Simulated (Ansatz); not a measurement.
Crystal: TiSn.

```
CELL_PARAMETERS angstrom
0.00000 2.80055 2.80055
2.80055 0.00000 2.80055
2.80055 2.80055 0.00000
ATOMIC_POSITIONS crystal
Ti 0.00000 0.00000 0.00000
Sn 0.50000 0.50000 0.50000
```

The cell was built by a generator and needn't be a form met in nature.

A run of Ansatz 0.2.0 on this cell left the log below. Logs are shortened: lines on timing, memory, paths and dates and some standing lists are left out, and cuts for length are marked.

```text
Warning: RAYON_NUM_THREADS=2 ignored (pool sized by the plan → 2); use --threads N
scf.n_extra_bands = 6 over 13 filled bands (N_el = 26.0): the run solves 19 bands
Engine: ansatz 0.2.0, x86_64-unknown-linux-gnu
Pseudopotentials: kind: paw
Pseudopotential: Ti, paw, valence charge 12, recommended cutoff 420 eV (normal), Ti.paw.azcp
Pseudopotential: Sn, paw, valence charge 14, recommended cutoff 420 eV (normal), Sn.paw.azcp
Functional definition: revPBE
  parameter kappa = 1.245
  parameter beta = 0.06672455060314922
  exchange = pbe_x(kappa = kappa, mu = beta*pi^2/3)
  correlation = pbe_c(beta = beta)
Crystal: 2 atoms, lattice volume = 43.930 Å³
Basis set: ecut = 420 eV, 869 PW (Γ), exchange–correlation on 54×54×54 points (8 copies of the dense FFT grid, shifted against one another)
Bands: 19, of which v1, the nominal top of the filled ones, is band 13 counted from 1 (12 counted from 0)
Symmetry: 48 space group operations
Space group: Fm-3m (ITA 225), of the structure as read, at distance tolerance 3.5e-5 Å
k-points: 10 of 125
Non-local potential: Ti, projectors of the file, l = 0: 3, l = 1: 2, l = 2: 3, l = 3: 1
Non-local potential: Sn, projectors of the file, l = 0: 2, l = 1: 2, l = 2: 2, l = 3: 2
PAW form: soft (Blöchl's): semilocal exchange-correlation on the pseudo side does not see the compensation charge
PAW frozen core: Ti, regenerated for the run's functional, and the local potential with it (the file was generated under x = pbe(κ = 0.804, μ = 0.2195149727645171), c = pbe(β = 0.06672455060314922))
PAW frozen core: Sn, regenerated for the run's functional, and the local potential with it (the file was generated under x = pbe(κ = 0.804, μ = 0.2195149727645171), c = pbe(β = 0.06672455060314922))
PAW one-centre angular grid: Ti, 590 points (default); XC on 64 Gauss nodes
PAW one-centre angular grid: Sn, 590 points (default); XC on 64 Gauss nodes
Initial density: superposition of atomic densities (neutral atoms: chi_scale 0, normalization atom), corrected by the library's trained network
Initial wavefunctions: pseudopotential atomic-orbital guess
Functional: x = revpbe(κ = 1.245, μ = 0.2195149727645171), c = pbe(β = 0.06672455060314922)
SCF iter   1: F=—  HF=-8533.173686 eV  |F-HF|=—  |Δ(HF+E_count)|=         —  Δρ=5.67e-3  dr2=1.96e-2  ethr=1.77e-3  ⟨swp⟩=5.8  Hψ=958  notcnv=0
preconditioner: auto → Kerker (q_TF=auto, 2.500 Å⁻¹)  [metal: Δε(μ)=0.098 eV  Ē_g=15.935 eV  σ=0.050 eV  W_gap=0.42  n_scr=14 (ndim 8)  ℏωp=23.8 eV  f_vac=0.000  D(μ)=1.51/eV (n_scr^D=14)]
SCF iter   2: F=—  HF=-8533.172201 eV  |F-HF|=—  |Δ(HF+E_count)|=   1.49e-3  Δρ=3.32e-3  dr2=7.08e-3  ethr=7.52e-5  ⟨swp⟩=1.4  Hψ=276  notcnv=0
SCF iter   3: F=—  HF=-8533.171551 eV  |F-HF|=—  |Δ(HF+E_count)|=   6.51e-4  Δρ=5.24e-4  dr2=2.34e-4  ethr=2.72e-5  ⟨swp⟩=1.3  Hψ=193  notcnv=0
SCF iter   4: F=—  HF=-8533.171549 eV  |F-HF|=—  |Δ(HF+E_count)|=   1.85e-6  Δρ=1.27e-4  dr2=4.75e-6  ethr=9.01e-7  ⟨swp⟩=2.4  Hψ=258  notcnv=0
SCF iter   5: F=—  HF=-8533.171558 eV  |F-HF|=—  |Δ(HF+E_count)|=   9.62e-6  Δρ=2.60e-5  dr2=4.08e-7  ethr=1.83e-8  ⟨swp⟩=2.4  Hψ=298  notcnv=0
SCF iter   6: F=-8533.171558 eV  HF=-8533.171558 eV  |F-HF|=3.10e-9  |Δ(HF+E_count)|=   4.92e-8  Δρ=7.03e-6  dr2=1.88e-8  ethr=3.85e-10  ⟨swp⟩=9.2  Hψ=1161  notcnv=0
SCF 1 converged in 6 iterations: F = -8533.171558 eV  dr2 = 1.88e-8
  greatest PAW one-centre occupation: 0.999 electrons in one spin orbital (limit 2), on the Ti atom at site 0 (counted from 0), in its partial waves of l = 0
NSCF: frozen V_eff on 142 k-points
SCF converged after 6 iterations
Free energy (F): -8533.171558 eV
Harris-Foulkes:  -8533.171558 eV  (|F-HF|=3.10e-9)
Internal energy: -8533.160916 eV  (E = F + TS)
E sigma→0 (E₀):  -8533.166237 eV
Entropy (-TS):   -0.010643 eV (-5.321 meV/atom)
Fermi energy:    11.931269 eV
--- Per-component energies (eV) ---
  E_band       = -240.924101
  E_kinetic    = 459.837202
  E_local      = -1709.046528  (includes V_loc(G=0)·N_el)
  E_nonlocal   = -23.600725
  E_hartree    = 889.246004
  E_xc         = -480.300703
  E_vxc        = -217.373063  (∫ρ·V_xc dr)
  E_paw        = -5194.820182  (= ΣΔE_a)
  E_vpaw       = -529.234697  (= ΣTr[D̂ρ^β])
  E_aug_tail   = 0.000119  (compensation charges beyond the density's cutoff)
  E_ewald      = -2474.457325
  E_core_change = -0.018777  (= ΣΔE_core)
  E_smearing   = -0.010643  (= −TS)
  E_closure    = -0.000000  (closes the sum)
  Σ components = -8533.171558   (vs F -8533.171558, Δ=0.00e0)
--- Forces (eV/Å), atoms counted from 1 ---
  atom   1  Ti    -0.00000000    -0.00000000    -0.00000000
  atom   2  Sn     0.00000000     0.00000000    -0.00000000
  max |Σ_I F_I| component: 8.74e-29 eV/Å
--- Stress (GPa, compression-positive) ---
        1.632816       0.000000       0.000000
        0.000000       1.632816      -0.000000
       -0.000000       0.000000       1.632816
  P = ⅓ Tr σ = 1.6328 GPa (16.328 kbar)
--- Band table (eV; the first three rows and the last of 10) ---
  k-point 0: bands = ["-45.4489", "-21.6658", "-21.6658", "-21.6658", "-8.9884", "-8.9884", "-8.9225", "-8.9225", "-8.9225", "2.2597", "12.0703", "12.0703", "12.0703", "12.3950", "12.3950", "15.2755", "15.2755", "15.2755", "19.7329"]
  k-point 1: bands = ["-45.4481", "-21.6769", "-21.6687", "-21.6687", "-8.9783", "-8.9783", "-8.9187", "-8.9129", "-8.9129", "2.8411", "10.8642", "11.4745", "11.4745", "12.3853", "12.3853", "13.9065", "16.3719", "16.3719", "19.0181"]
  k-point 2: bands = ["-45.4469", "-21.6948", "-21.6735", "-21.6735", "-8.9635", "-8.9635", "-8.9126", "-8.8956", "-8.8956", "4.3742", "8.0526", "10.6177", "10.6177", "12.8503", "12.8503", "13.4241", "17.4860", "17.7835", "17.7835"]
  k-point 9: bands = ["-45.4464", "-21.6893", "-21.6814", "-21.6781", "-8.9835", "-8.9595", "-8.9169", "-8.8968", "-8.8794", "5.0709", "8.7754", "9.7395", "10.5020", "12.8381", "13.1105", "13.6516", "13.6544", "14.7516", "19.7572"]
```

Problem. What input gives this log?

Solution. Band structure with revPBE, no spin polarisation. The files as run (others can give the same):

input.yaml
```yaml
crystal:
  lattice:
    - [0.0, 2.80055, 2.80055]
    - [2.80055, 0.0, 2.80055]
    - [2.80055, 2.80055, 0.0]
  atoms:
    - { symbol: Ti, position: [0.0, 0.0, 0.0] }
    - { symbol: Sn, position: [0.5, 0.5, 0.5] }
hamiltonian:
  xc: revpbe
  pseudopotentials: { kind: paw }
kpoints:
  mp_grid: { grid: [5, 5, 5] }
  band_path:
    path:
      - [[0.0, 0.0, 0.0], [0.5, 0.0, 0.5], [0.5, 0.25, 0.75], [0.375, 0.375, 0.75], [0.0, 0.0, 0.0], [0.5, 0.5, 0.5], [0.625, 0.25, 0.625], [0.5, 0.25, 0.75], [0.5, 0.5, 0.5], [0.375, 0.375, 0.75]]
      - [[0.625, 0.25, 0.625], [0.5, 0.0, 0.5]]
    npoints: 14
scf:
  occupations: { method: fermi_dirac, width: 0.05 }
  n_extra_bands: 6
output:
  forces: true
  stress: true
  eigenvalues: true
  fatbands: true
  write_density: true
  write_potential: true
  elf: true
  volumetric_format: npy
```

Potentials or basis: Ansatz PAW.
Run with:
```bash
$ ansatz run input.yaml --threads 2 --pin off --max-ram 5632MiB --backend cpu --events-out ev --progress --plain --runs-dir out
```

Caveat: the k mesh is coarse (spacing up to 0.39 Å⁻¹), so the values aren't converged; spin-orbit coupling is left out, which moves the levels of the heavy elements; the PAW data sets come from PBE, with cores solved anew for the run's functional, which leaves a small shift of forces and pressure.
